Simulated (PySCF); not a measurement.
SGe (germanium sulfide (GeS)), in a box:

```
CELL_PARAMETERS angstrom
9.00000 0.00000 0.00000
0.00000 9.00000 0.00000
0.00000 0.00000 12.00000
ATOMIC_POSITIONS crystal
S 0.50144 0.50233 0.41900
Ge 0.50144 0.50233 0.58667
```

Base run:

* Program: PySCF 2.14.0
* Functional: LC-wPBE
* Dispersion: D4
* Potentials or basis: def2-svp (all-electron)
* k mesh: 1 × 1 × 1
* Occupations: fixed
* Spin: no spin polarisation

Its results: gap between the frontier levels 10.41 eV.

Task: After a change of settings the same cell gave: gap between the frontier levels 7.61 eV. Which change was it?
A. functional from LC-wPBE to AM05
B. functional from LC-wPBE to N12; dispersion from D4 to D3
C. functional from LC-wPBE to r2SCAN50; dispersion from D4 to none

Result: C.

Caveats: this is a molecule in a periodic box at the Γ point, so its band gap is the HOMO-LUMO gap; relativity is left out, which matters for the heavier elements; the basis of atomic orbitals isn't converged, which shifts pressures, moduli and gaps.

Not every run made on this cell is shown here.
